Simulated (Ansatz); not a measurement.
**KCl (Sylvite): a point defect seen from the nuclei (Be on a K site), part 1 of 2**

Aim: the field gradients at and around a point defect: Be on a K site in KCl (Sylvite), cell charge +1. The cell is a supercell built from a COD entry. Planned: a single point, then a relaxation.

Computed with Ansatz 0.2.0 (DFT, PBE, plane-wave PAW, default files, scalar-relativistic, unless a step's input says otherwise).

1 further run of the same task is left out (it didn't finish).

## 1. The starting structure

The structure is cubic, space group Fm-3m (No. 225). The conventional cell has a = 18.879 Å, b = 18.879 Å, c = 18.879 Å, α = 90.00°, β = 90.00°, γ = 90.00°. Be (site symmetry m-3m) has 6 Cl at 3.15 Å as nearest neighbours. K (site symmetry mm2) has 6 Cl at 3.15 Å as nearest neighbours. Around K (site symmetry 3m) lie 6 Cl at 3.15 Å. Around K (site symmetry 4mm) lie 6 Cl at 3.15 Å. Cl (site symmetry 3m) is surrounded by 6 K at 3.15 Å. Around Cl (site symmetry 4mm) lie 5 K at 3.15 Å and 1 Be at 3.15 Å. Cl (site symmetry mm2) is surrounded by 6 K at 3.15 Å. Cl (site symmetry m-3m) is surrounded by 6 K at 3.15 Å.

Coordinates:

```cif
data_structure
_symmetry_space_group_name_H-M 'Fm-3m'
_symmetry_Int_Tables_number 225
_cell_length_a 18.8788
_cell_length_b 18.8788
_cell_length_c 18.8788
_cell_angle_alpha 90.000
_cell_angle_beta 90.000
_cell_angle_gamma 90.000
_cell_volume 6728.60
loop_
_atom_site_label
_atom_site_type_symbol
_atom_site_symmetry_multiplicity
_atom_site_Wyckoff_symbol
_atom_site_fract_x
_atom_site_fract_y
_atom_site_fract_z
_atom_site_occupancy
Be1 Be 4 a 0.00000 0.00000 0.00000 1
K1 K 48 h 0.16667 0.16667 0.00000 1
K2 K 32 f 0.83333 0.16667 0.66667 1
K3 K 24 e 0.50000 0.00000 0.83333 1
Cl1 Cl 32 f 0.16667 0.66667 0.66667 1
Cl2 Cl 24 e 0.50000 0.00000 0.66667 1
Cl3 Cl 48 i 0.50000 0.83333 0.83333 1
Cl4 Cl 4 b 0.50000 0.00000 0.00000 1
```

Atom 1 of the input is the impurity.

## 2. Gradients at the starting positions

Contents of input.yaml:

```yaml
crystal:
  lattice:
    - [0.0, 9.43941, 9.43941]
    - [9.43941, 0.0, 9.43941]
    - [9.43941, 9.43941, 0.0]
  atoms:
    - { symbol: Be, position: [0.0, 0.0, 0.0] }
    - { symbol: K, position: [0.0, 0.0, 0.3333333333] }
    - { symbol: K, position: [0.0, 0.0, 0.6666666667] }
    - { symbol: K, position: [0.0, 0.3333333333, 0.0] }
    - { symbol: K, position: [0.0, 0.3333333333, 0.3333333333] }
    - { symbol: K, position: [0.0, 0.3333333333, 0.6666666667] }
    - { symbol: K, position: [0.0, 0.6666666667, 0.0] }
    - { symbol: K, position: [0.0, 0.6666666667, 0.3333333333] }
    - { symbol: K, position: [0.0, 0.6666666667, 0.6666666667] }
    - { symbol: K, position: [0.3333333333, 0.0, 0.0] }
    - { symbol: K, position: [0.3333333333, 0.0, 0.3333333333] }
    - { symbol: K, position: [0.3333333333, 0.0, 0.6666666667] }
    - { symbol: K, position: [0.3333333333, 0.3333333333, 0.0] }
    - { symbol: K, position: [0.3333333333, 0.3333333333, 0.3333333333] }
    - { symbol: K, position: [0.3333333333, 0.3333333333, 0.6666666667] }
    - { symbol: K, position: [0.3333333333, 0.6666666667, 0.0] }
    - { symbol: K, position: [0.3333333333, 0.6666666667, 0.3333333333] }
    - { symbol: K, position: [0.3333333333, 0.6666666667, 0.6666666667] }
    - { symbol: K, position: [0.6666666667, 0.0, 0.0] }
    - { symbol: K, position: [0.6666666667, 0.0, 0.3333333333] }
    - { symbol: K, position: [0.6666666667, 0.0, 0.6666666667] }
    - { symbol: K, position: [0.6666666667, 0.3333333333, 0.0] }
    - { symbol: K, position: [0.6666666667, 0.3333333333, 0.3333333333] }
    - { symbol: K, position: [0.6666666667, 0.3333333333, 0.6666666667] }
    - { symbol: K, position: [0.6666666667, 0.6666666667, 0.0] }
    - { symbol: K, position: [0.6666666667, 0.6666666667, 0.3333333333] }
    - { symbol: K, position: [0.6666666667, 0.6666666667, 0.6666666667] }
    - { symbol: Cl, position: [0.1666666667, 0.1666666667, 0.1666666667] }
    - { symbol: Cl, position: [0.1666666667, 0.1666666667, 0.5] }
    - { symbol: Cl, position: [0.1666666667, 0.1666666667, 0.8333333333] }
    - { symbol: Cl, position: [0.1666666667, 0.5, 0.1666666667] }
    - { symbol: Cl, position: [0.1666666667, 0.5, 0.5] }
    - { symbol: Cl, position: [0.1666666667, 0.5, 0.8333333333] }
    - { symbol: Cl, position: [0.1666666667, 0.8333333333, 0.1666666667] }
    - { symbol: Cl, position: [0.1666666667, 0.8333333333, 0.5] }
    - { symbol: Cl, position: [0.1666666667, 0.8333333333, 0.8333333333] }
    - { symbol: Cl, position: [0.5, 0.1666666667, 0.1666666667] }
    - { symbol: Cl, position: [0.5, 0.1666666667, 0.5] }
    - { symbol: Cl, position: [0.5, 0.1666666667, 0.8333333333] }
    - { symbol: Cl, position: [0.5, 0.5, 0.1666666667] }
    - { symbol: Cl, position: [0.5, 0.5, 0.5] }
    - { symbol: Cl, position: [0.5, 0.5, 0.8333333333] }
    - { symbol: Cl, position: [0.5, 0.8333333333, 0.1666666667] }
    - { symbol: Cl, position: [0.5, 0.8333333333, 0.5] }
    - { symbol: Cl, position: [0.5, 0.8333333333, 0.8333333333] }
    - { symbol: Cl, position: [0.8333333333, 0.1666666667, 0.1666666667] }
    - { symbol: Cl, position: [0.8333333333, 0.1666666667, 0.5] }
    - { symbol: Cl, position: [0.8333333333, 0.1666666667, 0.8333333333] }
    - { symbol: Cl, position: [0.8333333333, 0.5, 0.1666666667] }
    - { symbol: Cl, position: [0.8333333333, 0.5, 0.5] }
    - { symbol: Cl, position: [0.8333333333, 0.5, 0.8333333333] }
    - { symbol: Cl, position: [0.8333333333, 0.8333333333, 0.1666666667] }
    - { symbol: Cl, position: [0.8333333333, 0.8333333333, 0.5] }
    - { symbol: Cl, position: [0.8333333333, 0.8333333333, 0.8333333333] }
total_charge: 1
kpoints:
  mp_grid: { grid: [2, 2, 2] }
scf:
  occupations: { method: fermi_dirac, width: 0.01 }
hamiltonian:
  xc: pbe
  pseudopotentials: { kind: paw }
output:
  forces: true
  stress: true
  populations: true
  efg:
    quadrupole_moments_barn: { Be: 0.05288, K: 0.0603, Cl: -0.08112 }
    contact_densities: true
  write_density: true
  write_potential: true
  elf: true
  volumetric_format: npy
```

Run with:

```sh
$ ansatz run input.yaml --threads 4 --pin off --max-ram 8192MiB --backend cpu --events-out ev --progress --plain --runs-dir out
```

The log of the run:

```text
Warning: RAYON_NUM_THREADS=4 ignored (pool sized by the plan → 4); use --threads N
Engine: ansatz 0.2.0, aarch64-unknown-linux-gnu
Pseudopotentials: kind: paw
Pseudopotential: Be, paw, valence charge 2, recommended cutoff 420 eV (normal), Be.paw.azcp
Pseudopotential: K, paw, valence charge 9, recommended cutoff 420 eV (normal), K.paw.azcp
Pseudopotential: Cl, paw, valence charge 7, recommended cutoff 420 eV (normal), Cl.paw.azcp
Functional definition: PBE
  parameter kappa = 0.804
  parameter beta = 0.06672455060314922
  exchange = pbe_x(kappa = kappa, mu = beta*pi^2/3)
  correlation = pbe_c(beta = beta)
Crystal: 54 atoms, lattice volume = 1682.149 Å³
Basis set: ecut = 420 eV, 32935 PW (Γ), exchange–correlation on 180×180×180 points (8 copies of the dense FFT grid, shifted against one another)
Bands: 266, of which v1, the nominal top of the filled ones, is band 212 counted from 1 (211 counted from 0)
Symmetry: 48 space group operations
Space group: Fm-3m (ITA 225), of the structure as read, at distance tolerance 1.2e-4 Å
k-points: 3 of 8
Non-local potential: Be, projectors of the file, l = 0: 2, l = 1: 2, l = 2: 1
Non-local potential: K, projectors of the file, l = 0: 3, l = 1: 2, l = 2: 2
Non-local potential: Cl, projectors of the file, l = 0: 2, l = 1: 2, l = 2: 2
PAW form: soft (Blöchl's): semilocal exchange-correlation on the pseudo side does not see the compensation charge
PAW one-centre angular grid: Be, 110 points (default); XC on 64 Gauss nodes
PAW one-centre angular grid: K, 110 points (default); XC on 64 Gauss nodes
PAW one-centre angular grid: Cl, 110 points (default); XC on 64 Gauss nodes
Initial density: superposition of atomic densities (neutral atoms scaled as one to the charged cell's electrons: chi_scale 0, normalization atom), corrected by the library's trained network
Initial wavefunctions: pseudopotential atomic-orbital guess
Functional: x = pbe(κ = 0.804, μ = 0.2195149727645171), c = pbe(β = 0.06672455060314922)
SCF iter   1: F=—  HF=-69325.316222 eV  |F-HF|=—  |Δ(HF+E_count)|=         —  Δρ=5.26e-3  dr2=2.99e0  ethr=1.77e-3  ⟨swp⟩=6.7  Hψ=3548  notcnv=0  defer=81
preconditioner: auto → Resta (q_TF=auto, 2.168 Å⁻¹)  ε∞=2.6  [insulator: Δε(μ)=2.735 eV  Ē_g=13.994 eV  σ=0.010 eV  W_gap=1.00  n_scr=282 (ndim 8)  ℏωp=17.5 eV  f_vac=0.076  D(μ)=0.00/eV (n_scr^D=0)  ε∞_Penn≈2.6]
SCF iter   2: F=—  HF=-69324.490624 eV  |F-HF|=—  |Δ(HF+E_count)|=   8.26e-1  Δρ=2.56e-3  dr2=4.49e-1  ethr=7.05e-4  ⟨swp⟩=3.0  Hψ=1187  notcnv=0  defer=140
SCF iter   3: F=—  HF=-69324.314970 eV  |F-HF|=—  |Δ(HF+E_count)|=   1.76e-1  Δρ=1.12e-3  dr2=5.47e-2  ethr=1.06e-4  ⟨swp⟩=3.0  Hψ=1502  notcnv=0  defer=149
[... 3 lines left out ...]
SCF iter   7: F=—  HF=-69324.293749 eV  |F-HF|=—  |Δ(HF+E_count)|=   2.77e-3  Δρ=7.97e-6  dr2=1.75e-6  ethr=5.15e-9  ⟨swp⟩=2.0  Hψ=1207  notcnv=0  defer=149
SCF iter   8: F=—  HF=-69324.293750 eV  |F-HF|=—  |Δ(HF+E_count)|=   1.35e-6  Δρ=2.84e-6  dr2=1.69e-7  ethr=4.12e-10  ⟨swp⟩=2.0  Hψ=1207  notcnv=0  defer=149
SCF iter   9: F=-69324.293750 eV  HF=-69324.293750 eV  |F-HF|=2.78e-9  |Δ(HF+E_count)|=   5.59e-8  Δρ=5.61e-7  dr2=1.41e-8  ethr=2.36e-11  ⟨swp⟩=21.3  Hψ=7121  notcnv=0
SCF 1 converged in 9 iterations: F = -69324.293750 eV  dr2 = 1.41e-8
SCF converged after 9 iterations
Free energy (F): -69324.293750 eV
Harris-Foulkes:  -69324.293750 eV  (|F-HF|=2.78e-9)
Internal energy: -69324.293750 eV  (E = F + TS)
E sigma→0 (E₀):  -69324.293750 eV
Fermi energy:    1.365411 eV
--- Per-component energies (eV) ---
[... 15 lines left out ...]
--- Forces (eV/Å), atoms counted from 1 ---
  atom   1  Be     0.00000000    -0.00000000     0.00000000
  atom   2  K      0.12115522     0.12115522    -0.00000000
  atom   3  K     -0.12115522    -0.12115522     0.00000000
  atom   4  K      0.12115522    -0.00000000     0.12115522
  atom   5  K     -0.00465503     0.00465503     0.00465503
  atom   6  K     -0.00000000    -0.12115522     0.12115522
[... 48 lines left out ...]
  max |Σ_I F_I| component: 2.91e-16 eV/Å
--- Stress (GPa, compression-positive) ---
[... 61 lines left out ...]
  atom  29  Cl V_zz =    +0.224802   η = 0.0000   by run symmetry: allowed   C_q = -0.4409 MHz
            electrostatic potential = -1772.937073 V   contact ρ = 24093.244489 e/Å³
  atom  30  Cl V_zz =   +11.226808   η = 0.0000   by run symmetry: allowed   C_q = -22.0211 MHz
            electrostatic potential = -1771.792351 V   contact ρ = 24094.931707 e/Å³
  atom  31  Cl V_zz =    +0.224802   η = 0.0000   by run symmetry: allowed   C_q = -0.4409 MHz
            electrostatic potential = -1772.937073 V   contact ρ = 24093.244489 e/Å³
  atom  32  Cl V_zz =    +0.541640   η = 0.2663   by run symmetry: allowed   C_q = -1.0624 MHz
            electrostatic potential = -1772.938619 V   contact ρ = 24093.251835 e/Å³
  atom  33  Cl V_zz =    +0.541640   η = 0.2663   by run symmetry: allowed   C_q = -1.0624 MHz
            electrostatic potential = -1772.938619 V   contact ρ = 24093.251835 e/Å³
  atom  34  Cl V_zz =   +11.226808   η = 0.0000   by run symmetry: allowed   C_q = -22.0211 MHz
            electrostatic potential = -1771.792351 V   contact ρ = 24094.931707 e/Å³
  atom  35  Cl V_zz =    +0.541640   η = 0.2663   by run symmetry: allowed   C_q = -1.0624 MHz
            electrostatic potential = -1772.938619 V   contact ρ = 24093.251835 e/Å³
  atom  36  Cl V_zz =   +11.226808   η = 0.0000   by run symmetry: allowed   C_q = -22.0211 MHz
            electrostatic potential = -1771.792351 V   contact ρ = 24094.931707 e/Å³
  atom  37  Cl V_zz =    +0.224802   η = 0.0000   by run symmetry: allowed   C_q = -0.4409 MHz
            electrostatic potential = -1772.937073 V   contact ρ = 24093.244489 e/Å³
  atom  38  Cl V_zz =    +0.541640   η = 0.2663   by run symmetry: allowed   C_q = -1.0624 MHz
            electrostatic potential = -1772.938619 V   contact ρ = 24093.251835 e/Å³
  atom  39  Cl V_zz =    +0.541640   η = 0.2663   by run symmetry: allowed   C_q = -1.0624 MHz
            electrostatic potential = -1772.938619 V   contact ρ = 24093.251835 e/Å³
  atom  40  Cl V_zz =    +0.541640   η = 0.2663   by run symmetry: allowed   C_q = -1.0624 MHz
            electrostatic potential = -1772.938619 V   contact ρ = 24093.251835 e/Å³
  atom  41  Cl V_zz =    +0.000000   η = 0.0000   by run symmetry: forbidden   C_q = -0.0000 MHz
            electrostatic potential = -1772.979300 V   contact ρ = 24093.265607 e/Å³
  atom  42  Cl V_zz =    +0.541640   η = 0.2663   by run symmetry: allowed   C_q = -1.0624 MHz
            electrostatic potential = -1772.938619 V   contact ρ = 24093.251835 e/Å³
  atom  43  Cl V_zz =    +0.541640   η = 0.2663   by run symmetry: allowed   C_q = -1.0624 MHz
            electrostatic potential = -1772.938619 V   contact ρ = 24093.251835 e/Å³
  atom  44  Cl V_zz =    +0.541640   η = 0.2663   by run symmetry: allowed   C_q = -1.0624 MHz
            electrostatic potential = -1772.938619 V   contact ρ = 24093.251835 e/Å³
  atom  45  Cl V_zz =    +0.224802   η = 0.0000   by run symmetry: allowed   C_q = -0.4409 MHz
            electrostatic potential = -1772.937073 V   contact ρ = 24093.244489 e/Å³
  atom  46  Cl V_zz =   +11.226808   η = 0.0000   by run symmetry: allowed   C_q = -22.0211 MHz
            electrostatic potential = -1771.792351 V   contact ρ = 24094.931707 e/Å³
  atom  47  Cl V_zz =    +0.541640   η = 0.2663   by run symmetry: allowed   C_q = -1.0624 MHz
            electrostatic potential = -1772.938619 V   contact ρ = 24093.251835 e/Å³
  atom  48  Cl V_zz =   +11.226808   η = 0.0000   by run symmetry: allowed   C_q = -22.0211 MHz
            electrostatic potential = -1771.792351 V   contact ρ = 24094.931707 e/Å³
  atom  49  Cl V_zz =    +0.541640   η = 0.2663   by run symmetry: allowed   C_q = -1.0624 MHz
            electrostatic potential = -1772.938619 V   contact ρ = 24093.251835 e/Å³
  atom  50  Cl V_zz =    +0.541640   η = 0.2663   by run symmetry: allowed   C_q = -1.0624 MHz
            electrostatic potential = -1772.938619 V   contact ρ = 24093.251835 e/Å³
  atom  51  Cl V_zz =    +0.224802   η = 0.0000   by run symmetry: allowed   C_q = -0.4409 MHz
            electrostatic potential = -1772.937073 V   contact ρ = 24093.244489 e/Å³
  atom  52  Cl V_zz =   +11.226808   η = 0.0000   by run symmetry: allowed   C_q = -22.0211 MHz
            electrostatic potential = -1771.792351 V   contact ρ = 24094.931707 e/Å³
  atom  53  Cl V_zz =    +0.224802   η = 0.0000   by run symmetry: allowed   C_q = -0.4409 MHz
            electrostatic potential = -1772.937073 V   contact ρ = 24093.244489 e/Å³
  atom  54  Cl V_zz =    +0.224802   η = 0.0000   by run symmetry: allowed   C_q = -0.4409 MHz
            electrostatic potential = -1772.937073 V   contact ρ = 24093.244489 e/Å³
--- Band table (eV) ---
[... 3 lines left out ...]
--- Löwdin populations: 54 sites ---
  site symbol       q [e]
[... 54 lines left out ...]
  spilling = 0.003738 (of n_electrons = 424.000000)
```

Wall time 52 s (4 threads of Arm Neoverse V1, shared host); peak memory 5.8 GiB.

At the end: gap on the mesh 0.97 eV, largest force 1.167 eV/Å, pressure 0.5 GPa.

The printed gradients, by site:

```
site              atoms  distance from the defect (Å)  V_zz (10²¹ V/m²)     η      C_Q (MHz)
  Be                  1                          0.00              0.00     –        0 (⁹Be)
Cl30  30, 34, 36, 46, …                          3.15             11.23  0.00   -22.0 (³⁵Cl)
  K2      2, 3, 4, 6, …                          4.45             -0.35  0.23   -0.507 (³⁹K)
Cl28  28, 29, 31, 37, …                          5.45              0.22  0.00  -0.441 (³⁵Cl)
 K15  15, 17, 18, 23, …                          6.29              0.65  0.00    0.940 (³⁹K)
Cl32  32, 33, 35, 38, …                          7.04              0.54  0.27   -1.06 (³⁵Cl)
  K5    5, 9, 11, 13, …                          7.71            -0.010  0.00   -0.015 (³⁹K)
Cl41                 41                          9.44              0.00     –       0 (³⁵Cl)
```

Conventions: |V_zz| ≥ |V_yy| ≥ |V_xx|, η = (V_xx − V_yy)/V_zz, C_Q = eQV_zz/h. Q values from Pyykkö, Mol. Phys. 116, 1328 (2018).

Direction of the V_zz axis (Cartesian unit vector):

```
site  atom     x     y      z
  K2     2  0.00  0.00   1.00
 K15    15  0.00  0.00   1.00
Cl28    28  0.58  0.58   0.58
Cl30    30  0.00  0.00   1.00
Cl32    32  0.00  0.71  -0.71
```

Density in a lattice plane of the grid's cell (edges 13.35 and 13.35 Å, at 0.000 of the third edge), which holds Be and K.

Ten even steps from ' ' (0.02 e/Å³) to '@' (4.14 e/Å³):
```
                ==++..          ==++..          
                                                
                                                
                                                
              ..              ..              ..
%%::        ..##%%::        ..##%%::        ..##
@@##..        ==@@##          ==@@##          ==
..--            ..--            ..--            
                                                
                                                
                                                
..            --..            --..            --
@@==          ##@@==          ##@@==        ..##
%%##..        ::%%##..        ::%%##..        ::
  ..              ..              ..            
                                                
                                                
                                                
            ..++==          ..++==              
              **@@**          **@@**            
```
Columns run along the first of these edges and rows up along the second, over one cell in 24 and 20 even steps from the bottom left corner. Atoms in the plane (fractional): Be at (0.00, 0.00), K at (1.00, 0.33), K at (1.00, 0.67), K at (0.33, 0.00), K at (0.33, 0.33), K at (0.33, 0.67), K at (0.67, 0.00), K at (0.67, 0.33), K at (0.67, 0.67).

ELF in the same plane.

Ten even steps from '0' (0.00) to '9' (0.87):
```
325200069980000699800015
243111001430021014300111
001000000000001000000000
001100000011000000110000
600100686001006860010068
991000899910008999100089
797000397970003979700039
997001029970010299700102
010002100100021001000210
000000000000000000000000
001200010012000100120001
920100799201007992010079
793000797930007979300079
998000199980001999800019
686001006860010068600100
000001100000011000000110
000000000010000000000010
211100341012003410011134
351000899600008996000252
024000696960006969600042
```
Columns run along the first of these edges and rows up along the second, over one cell in 24 and 20 even steps from the bottom left corner. Atoms in the plane (fractional): Be at (0.00, 0.00), K at (1.00, 0.33), K at (1.00, 0.67), K at (0.33, 0.00), K at (0.33, 0.33), K at (0.33, 0.67), K at (0.67, 0.00), K at (0.67, 0.33), K at (0.67, 0.67).

Both are smooth fields of the valence electrons: close to the nuclei they are not physical.

Outside the cores ELF peaks at 0.89 in the shell around Cl, 0.8 Å from Cl; 0.63 in the shell around Be, 0.8 Å from Be.

(Continued in part 2 of 2.)
